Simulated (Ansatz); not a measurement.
# RbBi3O: the cost of one run

Method: DFT PBE, scalar-relativistic, plane waves, PAW, in Ansatz 0.2.0.

**1. The structure to begin with**

Symmetry: Pm-3m, No. 221, cubic system. The conventional cell has a = 5.293 Å, b = 5.293 Å, c = 5.293 Å, α = 90.00°, β = 90.00°, γ = 90.00°. Rb (site symmetry m-3m) is surrounded by 12 Bi at 3.74 Å. Around Bi (site symmetry 4/mmm) lie 2 O at 2.65 Å. Around O (site symmetry m-3m) lie 6 Bi at 2.65 Å.

As a file:

```
CELL_PARAMETERS angstrom
5.29257 0.00000 0.00000
0.00000 5.29257 0.00000
0.00000 0.00000 5.29257
ATOMIC_POSITIONS crystal
Rb 0.00000 0.00000 0.00000
Bi 0.00000 0.50000 0.50000
Bi 0.50000 0.50000 0.00000
Bi 0.50000 0.00000 0.50000
O 0.50000 0.50000 0.50000
```

The cell is invented: species swapped into a database cell of Eu3InO (Pm-3m, No. 221), with Bi on the Eu sites and Rb on the In sites. The dimensions are guesses.

**2. Probe: one point on a coarse mesh**

input.yaml reads:

```yaml
crystal:
  lattice:
    - [5.29256657, 0.0, 0.0]
    - [0.0, 5.29256657, 0.0]
    - [0.0, 0.0, 5.29256657]
  atoms:
    - { symbol: Rb, position: [0.0, 0.0, 0.0] }
    - { symbol: Bi, position: [0.0, 0.5, 0.5] }
    - { symbol: Bi, position: [0.5, 0.5, 0.0] }
    - { symbol: Bi, position: [0.5, 0.0, 0.5] }
    - { symbol: O, position: [0.5, 0.5, 0.5] }
basis:
  ecutwfc: 420
kpoints:
  mp_grid: { grid: [4, 4, 4] }
hamiltonian:
  xc: pbe
scf:
  occupations: { method: gaussian, width: 0.1 }
  lower_state_search: "off"
output:
  forces: true
  stress: true
  eigenvalues: true
```

The run is started by

```sh
ansatz run input.yaml --threads 1 --pin off --max-ram 2048MiB --backend cpu --events-out ev --progress --plain --runs-dir out
```

**Question.** How long does this run take on 1 thread of Arm Neoverse V2, shared host, and how much memory does it need?

About 3.1 s, with a peak of 0.37 GiB.
